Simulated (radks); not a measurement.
# Sn¹³⁺ in [Kr] 4d1: an all-electron calculation

Aim: the levels, the sizes of the orbitals and the parts of the energy of the tin ion Sn13+.

Method: scalar-relativistic Kohn-Sham, RPBE, spin-polarised, spherical densities, point nucleus; open shells are filled with parallel spins first. Code: radks (a radial shooting solver on a logarithmic mesh, Libxc functionals) version 1.

## Step 1: The atom as given

| Property | Result |
| --- | --- |
| element | tin (Z = 50) |
| charge | +13 |
| electrons | 37 |
| configuration | [Kr] 4d1 |

Outer shells as boxes (Hund's rule):

Sn¹³⁺
```
[Kr] core
4d [↑ ][  ][  ][  ][  ]
```

## Step 2: The calculation

The run's settings:

```text
Z 50
configuration [Kr] 4d1
relativity scalar-relativistic
functional rpbe,pbe
spin polarised
nucleus point
c 137.035999084
```

**Question.** What will this run give?

As calculated:

| quantity | value |
| --- | --- |
| total energy | -6120.20518 hartree |
| exchange-correlation share of it | 2.53 % |
| −T/E | 1.0446 |
| highest occupied level | 4d up, -270.59 eV |
| most extended occupied level | 4d up, <r> = 0.860 bohr |
| radius at density 0.001 e/bohr³ | 1.93 bohr |
| maxima of the radial density | 3 |
| ionisation energy, NIST | 282 (theory) eV |

**Reading.** 4 principal shells are occupied and 3 maxima appear in the radial density; where shells overlap, one shows as a shoulder or not at all. −T/E is 1.045: with relativity the kinetic term as defined here no longer equals −E. The top level binds by 270.59 eV, 96 % of the NIST ionisation energy of 282 eV. Open shells are spherical and high-spin; term and fine-structure splittings are not resolved. Spin-orbit splitting is averaged out at the scalar-relativistic level.
